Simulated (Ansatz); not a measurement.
**SiF3 (trifluorosilyl) at 6 levels**

Aim: a comparison of 6 runs (UB3LYP/STO-3G, UBHLYP/STO-3G, UCAM-B3LYP/STO-3G, UHSE06/STO-3G, UPBE0/STO-3G, UBCCD(T)/STO-3G) of SiF3 (trifluorosilyl). 

Program for the calculation: Ansatz 0.2.0.

45 further runs of the same task are left out: 7 that didn't finish, 38 set aside as unsound or not needed.

**1. The molecule**

SiF3: 4 atoms, total charge 0, spin state doublet. SMILES: `F[Si](F)F`. The Si2–F1 distance was set to 3.976 Å, away from the relaxed value. At this shape a bond of the SMILES string is far longer than usual.

Bond lengths: Si2–F3 1.590 Å, Si2–F4 1.590 Å. Angles: F3–Si2–F4 104.5°.

**2. A single-point energy at UB3LYP/STO-3G (run 1)**

Contents of run.yaml:

```yaml
basis:
  gaussian:
    orbitals: STO-3G
crystal:
  periodic: [false, false, false]
  atoms:
    - {symbol: F, position_ang: [2.457564, -1.638511, 2.394269]}
    - {symbol: Si, position_ang: [-0.325240, 0.244050, 0.268860]}
    - {symbol: F, position_ang: [-0.962750, -0.889100, -0.646850]}
    - {symbol: F, position_ang: [0.500100, 1.154030, -0.741040]}
magnetization:
  spin_polarized: true
  initial_magnetization: 1
hamiltonian:
  xc: {name: B3LYP}
accuracy: high
```

The run is started by

```
ansatz run run.yaml --threads 1 --pin off --max-ram 2610MiB --events-out events.jsonl --progress --plain --runs-dir runs
```

Standard output:

```text
Warning: RAYON_NUM_THREADS=1 ignored (pool sized by the plan → 1); use --threads N
Functional definition: B3LYP
  name "B3LYP"
  parameter a0 = 0.2
  parameter ax = 0.72
  parameter ac = 0.81
  exchange = (1 - a0 - ax)*slater_x + ax*b88_x + a0*exact_x
  correlation = (1 - ac)*vwn_rpa_c + ac*lyp_c
410 factors; integrals over basis functions are off by at most 2.7e-8 eV
mean field evaluation 1: about -15800.5769 eV, gradient 1.5e1 eV
mean field evaluation 2: about -15418.6243 eV, gradient 1.1e1 eV
mean field evaluation 4: about -15801.6561 eV, gradient 1.0e1 eV
mean field evaluation 8: about -15418.3235 eV, gradient 1.0e1 eV
mean field evaluation 16: about -15814.5678 eV, gradient 4.9e-2 eV
mean field evaluation 32: about -15814.5730 eV, gradient 3.0e-5 eV
mean field -15814.57301616 eV, -581.1748388414 hartree, gradient 2.7e-8 eV, S^2 0.750001; 4 other end points of the search recorded, 0 dependent functions left out
reference -15814.57303881 eV, -581.1748396735 hartree; 21, 20 occupied and 3, 4 virtual orbitals, 410 factors
Total energy: -15814.57303881 eV, -581.1748396735 hartree
```

Wall time 4.5 s (1 thread of AMD EPYC 9R45 (Zen 5), shared host).

**3. A single-point energy at UBHLYP/STO-3G (run 2)**

Contents of molecule.yaml:

```yaml
crystal:
  periodic: [false, false, false]
  atoms:
    - {symbol: F, position_ang: [2.457564, -1.638511, 2.394269]}
    - {symbol: Si, position_ang: [-0.325240, 0.244050, 0.268860]}
    - {symbol: F, position_ang: [-0.962750, -0.889100, -0.646850]}
    - {symbol: F, position_ang: [0.500100, 1.154030, -0.741040]}
basis:
  gaussian:
    orbitals: STO-3G
total_charge: 0
magnetization:
  spin_polarized: true
  initial_magnetization: 1
hamiltonian:
  xc: {name: BHLYP}
accuracy: high
```

The run is started by

```
ansatz run molecule.yaml --threads 1 --pin off --max-ram 2610MiB --events-out events.jsonl --progress --plain --runs-dir runs
```

Standard output:

```text
Warning: RAYON_NUM_THREADS=1 ignored (pool sized by the plan → 1); use --threads N
Functional definition: BHLYP
  name "BHLYP"
  parameter a = 0.5
  exchange = (1 - a)*b88_x + a*exact_x
  correlation = lyp_c
410 factors; integrals over basis functions are off by at most 2.7e-8 eV
mean field evaluation 1: about -15798.8557 eV, gradient 1.7e1 eV
mean field evaluation 2: about -15418.8125 eV, gradient 1.1e1 eV
mean field evaluation 4: about -15800.6782 eV, gradient 1.0e1 eV
mean field evaluation 8: about -15813.7349 eV, gradient 3.6e-1 eV
mean field evaluation 16: about -15813.7685 eV, gradient 5.2e-4 eV
mean field evaluation 32: about -15813.7697 eV, gradient 3.4e-3 eV
mean field evaluation 64: about -15813.7682 eV, gradient 2.0e-2 eV
mean field -15813.76996483 eV, -581.1453272491 hartree, gradient 6.8e-9 eV, S^2 0.750000; 4 other end points of the search recorded, 0 dependent functions left out
reference -15813.76998041 eV, -581.1453278218 hartree; 21, 20 occupied and 3, 4 virtual orbitals, 410 factors
Total energy: -15813.76998041 eV, -581.1453278218 hartree
```

It took 5.4 s on 1 thread of AMD EPYC 9R45 (Zen 5), shared host.

**4. A single-point energy at UCAM-B3LYP/STO-3G (run 3)**

Contents of in.yaml:

```yaml
crystal:
  periodic: [false, false, false]
  atoms:
    - {symbol: F, position_ang: [2.457564, -1.638511, 2.394269]}
    - {symbol: Si, position_ang: [-0.325240, 0.244050, 0.268860]}
    - {symbol: F, position_ang: [-0.962750, -0.889100, -0.646850]}
    - {symbol: F, position_ang: [0.500100, 1.154030, -0.741040]}
basis:
  gaussian:
    orbitals: STO-3G
magnetization:
  spin_polarized: true
  initial_magnetization: 1
hamiltonian:
  xc: {name: CAM-B3LYP}
accuracy: high
```

The run is started by

```
ansatz run in.yaml --threads 1 --pin off --max-ram 2610MiB --events-out events.jsonl --progress --plain --runs-dir runs
```

Standard output (excerpt; [...] marks lines left out):

```text
Warning: RAYON_NUM_THREADS=1 ignored (pool sized by the plan → 1); use --threads N
Functional definition: CAM-B3LYP
  name "CAM-B3LYP"
[...]
410 factors; integrals over basis functions are off by at most 2.7e-8 eV
171 factors; integrals over basis functions are off by at most 1.1e-9 eV
[...]
mean field -15811.61242465 eV, -581.0660391099 hartree, gradient 1.1e-8 eV, S^2 0.750001; 4 other end points of the search recorded, 0 dependent functions left out
reference -15811.61243566 eV, -581.0660395148 hartree; 21, 20 occupied and 3, 4 virtual orbitals, 410 factors
Total energy: -15811.61243566 eV, -581.0660395148 hartree
```

Run time: 4.8 s. Hardware: 1 thread of AMD EPYC 9R45 (Zen 5), shared host; peak memory 0.17 GiB.

Runs 4 to 5 aren't shown in full; the table further down has their settings and results.

**5. The energy at UBCCD(T)/STO-3G (run 6)**

Contents of input.yaml:

```yaml
crystal:
  periodic: [false, false, false]
  atoms:
    - symbol: F
      position_ang: [2.457564, -1.638511, 2.394269]
    - symbol: Si
      position_ang: [-0.325240, 0.244050, 0.268860]
    - symbol: F
      position_ang: [-0.962750, -0.889100, -0.646850]
    - symbol: F
      position_ang: [0.500100, 1.154030, -0.741040]
basis:
  gaussian: {orbitals: STO-3G}
magnetization: {spin_polarized: true, initial_magnetization: 1}
correlation: {method: bccd_t, frozen_orbitals: {F: 1, Si: 5}}
accuracy: high
scf: {omitted_lower_state_checks: [cluster_reference, increment]}
```

The run is started by

```
ansatz run input.yaml --threads 1 --pin off --max-ram 2610MiB --events-out events.jsonl --progress --plain --runs-dir runs
```

Standard output:

```text
Warning: RAYON_NUM_THREADS=1 ignored (pool sized by the plan → 1); use --threads N
[... 16 lines left out ...]
8 core orbitals not correlated: weight in the atoms' cores, before any rotation towards them, 1.000 or more for the frozen orbitals, at most 0.000 for the correlated occupied ones
[... 98 lines left out ...]
Total energy: -15775.97524389 eV, -579.7563968729 hartree
Checks for a lower state left out: cluster_reference, increment
```

Wall time 1 s (1 thread of AMD EPYC 9R45 (Zen 5), shared host).

**6. All runs side by side**

```tsv
run	level	frozen core orbitals	energy (Eh)	⟨S²⟩	wall time
1	UB3LYP/STO-3G	–	-581.174840	0.750	4.5 s
2	UBHLYP/STO-3G	–	-581.145328	0.750	5.4 s
3	UCAM-B3LYP/STO-3G	–	-581.066040	0.750	4.8 s
4	UHSE06/STO-3G	–	-580.830154	0.750	4.5 s
5	UPBE0/STO-3G	–	-580.845677	0.750	4.5 s
6	UBCCD(T)/STO-3G	8	-579.756397	0.750	1 s
```

**7. What came out**

```
                                          quantity          value
                               run 6: total energy  -579.75640 Eh
run 6: correlation energy (8 core orbitals frozen)      -90.1 mEh
                             run 6: (T) correction     -11.28 mEh
          run 6: ⟨S²⟩ of the reference determinant          0.750
```

What this shows: Totals of different functionals can't be ranked against each other. In runs 1, 2, 3, 4, 5, 6 the basis is minimal, so the values are rough. All runs together took 25 s, the longest 5.4 s.
